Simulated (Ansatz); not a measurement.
# CH2BNS: the cost of one run

All numbers are computed with Ansatz 0.2.0 through its Python package. Level of theory: MP2/def2-SVPD.

### 1 Starting point

Bond lengths: S1–B2 1.819 Å, B2–C3 1.423 Å, B2–N4 1.499 Å, C3–N4 1.361 Å, S1–H5 1.428 Å, C3–H6 1.113 Å. Angles: S1–B2–C3 152.6°, S1–B2–N4 151.9°, C3–B2–N4 55.5°, B2–S1–H5 94.3°, B2–C3–N4 65.1°, B2–C3–H6 150.2°, N4–C3–H6 144.6°, B2–N4–C3 59.4°.

The script reads ch2bns.xyz:

```xyz
6

S    -1.74530    0.22030   -0.87560
B    -0.18840   -0.31560   -0.10370
C     0.81510   -0.23930    0.90210
N     1.04490   -1.16630   -0.06740
H    -1.11930    1.19290   -1.71390
H     1.23510    0.24400    1.81220
```

### 2 The code

File run_field.py:

```python
# -*- coding: utf-8 -*-
import ansatz as az
import numpy as np

BASIS = 'def2-SVPD'
METHOD = 'mp2'


def main():
    mol = az.Crystal.molecule_from_extxyz('ch2bns.xyz')

    model = mol.calculation().basis(gaussian=BASIS).correlation(METHOD).forces()
    centre = np.mean([site.position_ang for site in mol.cartesian_sites], axis=0)
    field = 2 * 14.399645 * 4.0 / 40.0 ** 2


    def dipole(axis, sign):
        arm = 40.0 * np.eye(3)[axis]
        pair = [{'charge': sign * 4.0, 'position_ang': (centre - arm).tolist()}, {'charge': -sign * 4.0, 'position_ang': (centre + arm).tolist()}]
        deck = model.input().set(az.key.basis.gaussian.point_charges, pair)
        return np.array(az.Session.from_dict(deck).plan().execute().report['charge_distribution']['dipole_moment_e_ang'])


    print(f'field {field:.4f} V/A')
    alpha = np.array([(dipole(axis, 1) - dipole(axis, -1)) / (2 * field) * 14.399645 for axis in range(3)])
    print('polarisability tensor (A^3)')
    print(np.array2string(alpha, precision=3, suppress_small=True))
    print(f'mean {np.trace(alpha) / 3:.3f} A^3 = {np.trace(alpha) / 3 / 0.14818471:.2f} bohr^3')


if __name__ == '__main__':
    main()
```

### 3 The input behind the calls

The package turns the script's settings into the engine's input (first run):

```yaml
crystal:
  periodic: [false, false, false]
  atoms:
    - { symbol: S, position_ang: [-1.7453, 0.2203, -0.8756] }
    - { symbol: B, position_ang: [-0.1884, -0.3156, -0.1037] }
    - { symbol: C, position_ang: [0.8151, -0.2393, 0.9021] }
    - { symbol: "N", position_ang: [1.0449, -1.1663, -0.0674] }
    - { symbol: H, position_ang: [-1.1193, 1.1929, -1.7139] }
    - { symbol: H, position_ang: [1.2351, 0.244, 1.8122] }
basis:
  gaussian:
    orbitals: def2-SVPD
    point_charges:
      - { charge: 4.0, position_ang: [-39.992983333333335, -0.010666666666666639, -0.007716666666666668] }
      - { charge: -4.0, position_ang: [40.007016666666665, -0.010666666666666639, -0.007716666666666668] }
correlation:
  method: mp2
output:
  forces: true
```

### 4 The run

Launch:

```
$ python run_field.py
```

**Question.** How long does this script take on 1 thread of Intel Xeon Platinum 8259CL at 2.50GHz (Skylake/Cascade Lake), shared host, and how much memory does it need?

About 26 s, with a peak of 0.3 GiB.
